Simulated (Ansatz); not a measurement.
# La3In2Ge7: from the start to rest

Aim: in La3In2Ge7, a borrowed structure type, volume estimated, relax the atoms in a fixed cell, then read levels, charges and fields where it ends.

All numbers below are computed with Ansatz 0.2.0 (DFT, PBE, no spin polarisation, plane waves, PAW).

**1. The structure**

It takes space group Cmmm (No. 65, orthorhombic). Conventional cell: a = 4.438 Å, b = 26.685 Å, c = 4.447 Å, α = 90.00°, β = 90.00°, γ = 90.00°. La (site symmetry m2m) is surrounded by 10 Ge at 3.26 to 3.43 Å and 4 In at 3.48 Å. Around Ge (site symmetry m2m) lie 2 In at 2.44 Å. La (site symmetry mmm) has 12 Ge at 3.14 to 3.28 Å and 2 In at 3.42 Å as nearest neighbours. Around Ge (site symmetry mmm) lie 4 La at 3.14 Å and 8 Ge at 3.28 to 3.29 Å. Ge (site symmetry m2m) is surrounded by 1 In at 2.39 Å. Only part of the 7 independent sites is listed.

As a file:

```
CELL_PARAMETERS angstrom
4.43781 0.00000 0.00000
2.21890 -13.34243 0.00000
0.00000 0.00000 -4.44747
ATOMIC_POSITIONS crystal
La 0.18450 0.63100 0.00000
La 0.81550 0.36900 0.00000
Ge 0.09070 0.81860 0.50000
Ge 0.90930 0.18140 0.50000
La 0.50000 0.00000 0.50000
Ge 0.00000 0.00000 0.00000
Ge 0.28220 0.43560 0.50000
Ge 0.71780 0.56440 0.50000
Ge 0.40950 0.18100 0.00000
Ge 0.59050 0.81900 0.00000
In 0.37170 0.25660 0.50000
In 0.62830 0.74340 0.50000
```

It starts from an earlier solution of the starting cell (checkpoint.read).

**2. The relaxation**

Contents of input.yaml:

```yaml
crystal:
  lattice:
    - [4.437807, 0.0, 0.0]
    - [2.218903, -13.342426, 0.0]
    - [0.0, 0.0, -4.447475]
  atoms:
    - { symbol: La, position: [0.1845, 0.631, 0.0] }
    - { symbol: La, position: [0.8155, 0.369, 0.0] }
    - { symbol: Ge, position: [0.0907, 0.8186, 0.5] }
    - { symbol: Ge, position: [0.9093, 0.1814, 0.5] }
    - { symbol: La, position: [0.5, 0.0, 0.5] }
    - { symbol: Ge, position: [0.0, 0.0, 0.0] }
    - { symbol: Ge, position: [0.2822, 0.4356, 0.5] }
    - { symbol: Ge, position: [0.7178, 0.5644, 0.5] }
    - { symbol: Ge, position: [0.4095, 0.181, 0.0] }
    - { symbol: Ge, position: [0.5905, 0.819, 0.0] }
    - { symbol: In, position: [0.3717, 0.2566, 0.5] }
    - { symbol: In, position: [0.6283, 0.7434, 0.5] }
  symmetry: { tolerance: 0.0003 }
kpoints:
  mp_grid: { grid: [4, 4, 4], shift: [0, 0, 0] }
magnetization:
  spin_polarized: false
scf:
  occupations: { method: fermi_dirac }
  lower_state_search: "off"
hamiltonian:
  pseudopotentials: { kind: paw }
  xc: pbe
basis:
  ecutwfc: 420
  fft_grid_basis: typed
relax:
  max_steps: 40
output:
  forces: true
  stress: true
  eigenvalues: true
  bader: false
  populations: true
  elf: true
  write_potential: true
  volumetric_format: npy
  dos:
    e_range: [-12, 8]
    de: 0.05
    projected: { site_lists: { Ge: [Ge], In: [In], La: [La] } }
  write_density: true
checkpoint:
  read: saved_state
```

Launch:

```sh
ansatz run input.yaml --threads 2 --pin off --max-ram 3584MiB --backend cpu --events-out ev --progress --plain --runs-dir out
```

**Question.** What will these runs give? Wanted: moves; energy gained; largest move; pressure left in the fixed cell; character.

The runs gave:

| quantity | value |
| --- | --- |
| moves | 5 |
| energy gained | 259.2 meV/atom |
| largest move | 0.33 Å (Ge) |
| space group (0.01 Å), before / after | Cmmm / Cmmm |
| pressure left in the fixed cell | 8.5 GPa |
| character | metal |
| density of states, mean within 0.25 eV of the Fermi level | 6.9 per eV per cell |

**Reading.** In the fixed cell the largest move of an atom is 0.33 Å; the energy fell by 259.2 meV per atom. The fixed cell still holds a mean pressure of 8.5 GPa, so it would expand if let free. The run held to 8 symmetry operations, so a lower structure without them is not ruled out. It is a metal; within 0.25 eV of the Fermi level the density of states averages 6.9 per eV per cell, mostly Ge p (35 %) and La d (30 %).

Limits of this run: the k mesh is coarse for a cell without a gap; the SCF threshold is loose for a stress.
